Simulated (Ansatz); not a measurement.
# H8O3Si3: the cost of one run

All numbers below are computed with Ansatz 0.2.0 (RKS PBE0-D4/6-31G).

**1. The starting structure**

Bond lengths: Si1–O2 1.680 Å, O2–H3 1.010 Å, Si1–O4 1.680 Å, O4–Si5 1.680 Å, Si5–H6 1.460 Å, Si5–H7 1.460 Å, Si5–H8 1.460 Å, Si1–O9 1.679 Å, O9–Si10 1.680 Å, Si10–H11 1.460 Å, Si10–H12 1.460 Å, Si10–H13 1.460 Å, Si1–H14 1.459 Å. Angles (14 of 21 angles, heavy atoms first): O2–Si1–O4 109.4°, O2–Si1–O9 109.5°, O4–Si1–O9 109.5°, Si1–O4–Si5 125.0°, Si1–O9–Si10 125.0°, Si1–O2–H3 109.5°, O2–Si1–H14 109.5°, O4–Si1–H14 109.5°, O9–Si1–H14 109.5°, O4–Si5–H6 109.5°, O4–Si5–H7 109.5°, O4–Si5–H8 109.5°, O9–Si10–H11 109.5°, O9–Si10–H12 109.5°.

As a file:

```xyz
14

Si    0.0000    0.0000    0.0000
O     0.0000    0.0000    1.6800
H    -0.9095   -0.2814    2.0171
O     1.5842    0.0000   -0.5594
Si    2.4906   -1.3762   -0.8866
H     1.6598   -2.3521   -1.5857
H     3.6318   -1.0202   -1.7249
H     2.9691   -1.9538    0.3660
O    -0.7913    1.3709   -0.5594
Si   -2.4002    1.4263   -1.0396
H    -3.2124    0.6421   -0.1138
H    -2.8620    2.8114   -1.0378
H    -2.5267    0.8736   -2.3850
H    -0.6877   -1.1914   -0.4862
```

**2. Preparing the start**

Contents of input.yaml:

```yaml
crystal:
  periodic: [false, false, false]
  atoms:
    - { symbol: Si, position_ang: [0.0, 0.0, 0.0] }
    - { symbol: O, position_ang: [0.0, 0.0, 1.68] }
    - { symbol: H, position_ang: [-0.9095, -0.2814, 2.0171] }
    - { symbol: O, position_ang: [1.5842, 0.0, -0.5594] }
    - { symbol: Si, position_ang: [2.4906, -1.3762, -0.8866] }
    - { symbol: H, position_ang: [1.6598, -2.3521, -1.5857] }
    - { symbol: H, position_ang: [3.6318, -1.0202, -1.7249] }
    - { symbol: H, position_ang: [2.9691, -1.9538, 0.366] }
    - { symbol: O, position_ang: [-0.7913, 1.3709, -0.5594] }
    - { symbol: Si, position_ang: [-2.4002, 1.4263, -1.0396] }
    - { symbol: H, position_ang: [-3.2124, 0.6421, -0.1138] }
    - { symbol: H, position_ang: [-2.862, 2.8114, -1.0378] }
    - { symbol: H, position_ang: [-2.5267, 0.8736, -2.385] }
    - { symbol: H, position_ang: [-0.6877, -1.1914, -0.4862] }
basis:
  gaussian: { orbitals: "6-31G" }
hamiltonian:
  xc: pbe0
  dispersion: d4
relax:
  f_tol: 0.02
  max_steps: 40
```

Launch:

```bash
$ ansatz run input.yaml --threads 1 --pin off --max-ram 2048MiB --backend cpu --events-out ev --progress --plain --runs-dir out
```

**Question.** How long does this run take on 1 thread of Arm Neoverse V2, shared host, and how much memory does it need?

About 2.3 min, with a peak of 0.2 GiB.
